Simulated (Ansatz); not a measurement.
# Bi: the cost of one run

Computed with Ansatz 0.2.0 (DFT r²SCAN, scalar-relativistic, plane waves, PAW (the target; the first runs use scalar-relativistic PBE), unless a step's input says otherwise).

### 1 The starting structure

Symmetry: R-3m, No. 166, trigonal system. The conventional cell has a = 4.450 Å, b = 4.450 Å, c = 12.379 Å, α = 90.00°, β = 90.00°, γ = 120.00°. Bi (site symmetry 3m) has 3 Bi at 2.98 Å as nearest neighbours.

As a file:

```xyz
2
Lattice="2.2251 1.2847 4.1263 -2.2251 1.2847 4.1263 0.0000 -2.5694 4.1263" Properties=species:S:1:pos:R:3 pbc="T T T"
Bi    0.0000    0.0000    2.8167
Bi    0.0000    0.0000    9.5621
```

### 2 Full relaxation (PBE, 6×6×6 mesh)

input.yaml reads:

```yaml
crystal:
  lattice:
    - [2.2251432831, 1.2846870735, 4.1262563025]
    - [-2.2251432831, 1.2846870735, 4.1262563025]
    - [0.0, -2.5693741469, 4.1262563025]
  atoms:
    - { symbol: Bi, position: [0.22754, 0.22754, 0.22754] }
    - { symbol: Bi, position: [0.77246, 0.77246, 0.77246] }
basis:
  ecutwfc: 420
  ecutrho_ratio: 4
kpoints:
  mp_grid: { grid: [6, 6, 6] }
hamiltonian:
  xc: pbe
scf:
  occupations: { method: gaussian, width: 0.05 }
output:
  forces: true
  stress: true
  eigenvalues: true
relax:
  f_tol: 0.03
  max_steps: 60
  cell: { stress_tol: 0.3 }
```

Q: Estimate wall time and peak memory on 8 threads of an x86-64 CPU, shared host.

About 2.4 s, with a peak of 0.49 GiB.
